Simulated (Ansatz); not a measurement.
# LaNb2N2: the cost of one run

Method: DFT PBE, scalar-relativistic, plane waves, PAW, in Ansatz 0.2.0.

1 further run of the same task is left out (set aside as unsound or not needed).

## Step 1: The starting structure

It takes space group I4/mmm (No. 139, tetragonal). The conventional cell has a = 3.802 Å, b = 3.802 Å, c = 11.954 Å, α = 90.00°, β = 90.00°, γ = 90.00°. La (site symmetry 4/mmm) is surrounded by 2 N at 1.69 Å. Around Nb (site symmetry 4mm) lie 5 N at 2.43 to 2.69 Å. N (site symmetry 4mm) is surrounded by 1 La at 1.69 Å and 1 Nb at 2.43 Å.

Structure file:

```cif
data_structure
_symmetry_space_group_name_H-M 'I4/mmm'
_symmetry_Int_Tables_number 139
_cell_length_a 3.8017
_cell_length_b 3.8017
_cell_length_c 11.9535
_cell_angle_alpha 90.000
_cell_angle_beta 90.000
_cell_angle_gamma 90.000
_cell_volume 172.76
loop_
_atom_site_label
_atom_site_type_symbol
_atom_site_symmetry_multiplicity
_atom_site_Wyckoff_symbol
_atom_site_fract_x
_atom_site_fract_y
_atom_site_fract_z
_atom_site_occupancy
La1 La 2 a 0.00000 0.00000 0.00000 1
Nb1 Nb 4 e 0.00000 0.00000 0.34430 1
N1 N 4 e 0.00000 0.00000 0.14110 1
```

Recipe of the guess: species swapped into a database cell of Ba2ZnN2 (I4/mmm, No. 139), with Nb on the Ba sites and La on the Zn sites. The dimensions are guesses.

## Step 2: A first look at the guess

The input, input.yaml:

```yaml
crystal:
  lattice:
    - [-1.90084663, 1.90084663, 5.97677112]
    - [1.90084663, -1.90084663, 5.97677112]
    - [1.90084663, 1.90084663, -5.97677112]
  atoms:
    - { symbol: La, position: [0.0, 0.0, 0.0] }
    - { symbol: Nb, position: [0.3443, 0.3443, 0.0] }
    - { symbol: Nb, position: [0.6557, 0.6557, 0.0] }
    - { symbol: "N", position: [0.1411, 0.1411, 0.0] }
    - { symbol: "N", position: [0.8589, 0.8589, 0.0] }
basis:
  ecutwfc: 420
kpoints:
  mp_grid: { grid: [6, 6, 6] }
hamiltonian:
  xc: pbe
scf:
  occupations: { method: gaussian, width: 0.1 }
  lower_state_search: "off"
output:
  forces: true
  stress: true
  eigenvalues: true
```

On the command line:

```sh
$ ansatz run input.yaml --threads 1 --pin off --max-ram 2560MiB --backend cpu --events-out ev --progress --plain --runs-dir out
```

What time and memory should one allow on 1 thread of Intel Xeon at 2.70GHz, shared host?

About 5.9 s, with a peak of 0.42 GiB.
